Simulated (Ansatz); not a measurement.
Predict the output of the script below (the Python package of Ansatz (0.2.0)).

The script reads `alfh2se.xyz`:
```text
5

F    -1.55980   -0.40480    1.44110
Al   -0.21640   -0.59450    0.31400
Se    1.28600    1.21730   -0.09780
H     0.07670   -1.98540   -0.41810
H     0.46340    1.69380   -1.28060
```

`adiabatic_alfh2se.py`
```python
# -*- coding: utf-8 -*-
"""How AlFH2Se relaxes after losing an electron."""

import itertools
import warnings

import ansatz as az
from ase.data import atomic_numbers, covalent_radii
import numpy as np

BASIS_SET = "def2-SVP"
XC = "b3lyp"
VDW = "d3bj"
NET_CHARGE = 1

warnings.simplefilter("ignore", az.DeckWarning)

geometry = az.Crystal.molecule_from_extxyz("alfh2se.xyz")

setup = geometry.calculation()
setup = setup.basis(gaussian=BASIS_SET)
setup = setup.functional(XC, dispersion=VDW).scf(lower_state_search="light")
symbols = [site.symbol for site in geometry.cartesian_sites]
start = np.array([site.position_ang for site in geometry.cartesian_sites], dtype=float)
data = setup.relax(force_tolerance=0.01).run(threads=1, backend="cpu").report
end = np.array(data["positions_ang"])

minimum = az.Crystal.molecule()
for symbol, place in zip(symbols, end):
    minimum = minimum.atom(symbol, place.tolist())
ion = minimum.calculation()
ion = ion.basis(gaussian=BASIS_SET)
ion = ion.functional(XC, dispersion=VDW).scf(lower_state_search="light")
ion = ion.charge(NET_CHARGE).spin("collinear", total=1)
vertical = ion.run(threads=1, backend="cpu").report
settled = ion.relax(force_tolerance=0.01, max_steps=80).run(threads=1, backend="cpu").report
print(f"vertical ionisation energy   {vertical['free_energy_ev'] - data['free_energy_ev']:.3f} eV")
print(f"adiabatic, no zero point     {settled['free_energy_ev'] - data['free_energy_ev']:.3f} eV")
print(f"relaxation energy of the ion {vertical['free_energy_ev'] - settled['free_energy_ev']:.3f} eV")
ionised = np.array(settled["positions_ang"])
# pairs closer than 1.2 times the sum of covalent radii, before or after
radius = [covalent_radii[atomic_numbers[s]] for s in symbols]
span = lambda where, i, j: np.linalg.norm(where[i] - where[j])
bonded = [(i, j) for i, j in itertools.combinations(range(len(symbols)), 2) if min(span(end, i, j), span(ionised, i, j)) < 1.2 * (radius[i] + radius[j])]
print("pair        before    after (A)")
for i, j in bonded:
    print(f"{symbols[i]}{i}-{symbols[j]}{j}".ljust(10), f"{span(end, i, j):8.4f} {span(ionised, i, j):8.4f}")
```

```console
$ python adiabatic_alfh2se.py
vertical ionisation energy   9.977 eV
adiabatic, no zero point     9.588 eV
relaxation energy of the ion 0.389 eV
pair        before    after (A)
F0-Al1       1.6665   1.6391
Al1-Se2      2.3107   2.5611
Al1-H3       1.5698   1.5491
Se2-H4       1.4778   1.4883
```

Notes:
- The settings weren't tested for convergence.
- The energies are electronic: no zero-point or thermal terms, and the basis set is short of its limit. The product may relax into another structure. Each relaxation finds its nearest minimum, which needn't be the lowest.
- b3lyp holds the VWN-RPA fit, as in Gaussian; the form of ORCA and Turbomole is b3lyp5.
- The whole script took 69 s on 1 thread of Arm Neoverse V2, with other jobs on the host, peak memory 0.28 GiB.
